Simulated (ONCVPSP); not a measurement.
**Rb: generating and testing an ONCV potential**

Task: generate the file, and judge it by its errors in other configurations, its logarithmic derivatives, its ghosts and its cutoff.

The numbers are computed with ONCVPSP 4.0.1 (PBEsol, scalar-relativistic, spin-unpolarised reference atom).

### Step 1. The atom and the settings

Typed settings, in words:

```
element                 : rubidium (Rb, Z = 37)
type                    : optimised norm-conserving Vanderbilt (ONCV)
frozen core             : [Kr]
valence charge          : 1
reference configuration : 5s1
partial waves           : 5s: rc 3.85 bohr, ncon 4, nbas 7, qcut 1.9 1/bohr, 3 projectors, debl 3.2 Ha; p scattering state at 0.04 Ha: rc 3.75 bohr, ncon 3, nbas 8, qcut 1.8 1/bohr, 3 projectors, debl 2.4 Ha; d scattering state at 0.02 Ha: rc 3.20 bohr, ncon 3, nbas 7, qcut 3.2 1/bohr, 2 projectors, debl 1 Ha
local potential         : polynomial inside 2.20 bohr (lpopt 5, dvloc0 2 Ha)
core correction         : Teter function, fcfact 2.75, rcfact 1.65
```

The outer shells as boxes (Hund's rule for the drawing; the calculation is spin-unpolarised):

```
[Kr] core
5s [↑ ]
```

An earlier all-electron run gives the scale for the radii.

All-electron outer shells of the reference configuration (PBEsol, scalar-relativistic, ld1.x):

```
shell  level (eV)  outermost node (bohr)  outermost maximum (bohr)
   4p      -15.98                   0.64                      1.42
   5s       -2.22                   1.79                      4.43
   5p       -0.74                   2.20                      6.14
```

### Step 2. The generation run

Input file Rb.dat:

```
# ATOM AND REFERENCE CONFIGURATION
# atsym  z   nc   nv     iexc    psfile
  Rb 37.00    8    1  -116133      upf
#
#   n    l    f
    1    0    2.00
    2    0    2.00
    2    1    6.00
    3    0    2.00
    3    1    6.00
    3    2   10.00
    4    0    2.00
    4    1    6.00
    5    0    1.00
#
# PSEUDOPOTENTIAL AND OPTIMIZATION
# lmax
    2
#
#   l,   rc,      ep,       ncon, nbas, qcut
    0    3.85    0.00    4    7    1.90
    1    3.75    0.04    3    8    1.80
    2    3.20    0.02    3    7    3.20
#
# LOCAL POTENTIAL
# lloc, lpopt,  rc(5),   dvloc0
    4    5    2.20    2.00
#
# VANDERBILT-KLEINMAN-BYLANDER PROJECTORs
# l, nproj, debl
    0    3    3.20
    1    3    2.40
    2    2    1.00
#
# MODEL CORE CHARGE
# icmod, fcfact, rcfact
    3    2.75    1.65
#
# LOG DERIVATIVE ANALYSIS
# epsh1, epsh2, depsh
   -2.00    5.00    0.02
#
# OUTPUT GRID
# rlmax, drl
    6.00    0.01
#
# TEST CONFIGURATIONS
# ncnf
    2
# nvcnf
#   n    l    f
    1
    5    0    0.50
#
    2
    5    0    0.00
    5    1    1.00
#
```

On the command line:

```bash
$ oncvpsp.x < Rb.dat > Rb.out
```

Q: Predict the outcome of this session. Wanted: cutoffs for 1 and 0.1 mHa per electron, occupied waves; bound ghosts; GHOST(+) flags; largest test error; largest phase difference near zero energy, channels read; rms error of d²Exc/dn², without and with the model core.

As calculated:

```
                                                quantity                                 value
  cutoffs for 1 and 0.1 mHa per electron, occupied waves                     1.2 Ha and 1.8 Ha
                                            bound ghosts                            none found
                                          GHOST(+) flags              s at 149 eV, p at 137 eV
                            largest test error (AE − PS)  -23 meV, for 5s0.5 (1 test unsolved)
largest phase difference near zero energy, channels read                             0.060 rad
 rms error of d²Exc/dn², without and with the model core                     5.27 and 5.53 mHa
```

The worst unpolarised test, 5s0.5, is off by 23 meV on 1.6 eV; by total energies transferability rates as good where solved. Of the tests 1 gave no usable energy difference, which is a warning in itself. It counts as soft on the atom at that tolerance, with 1.2 Ha needed at the looser tolerance. That counts occupied waves only; other projectors can need more. It is free of bound ghosts as far as tested. Of the channels read, p scatters worst near zero energy, by up to 0.06 rad. The program also flags highly localised states, GHOST(+) (s, p).
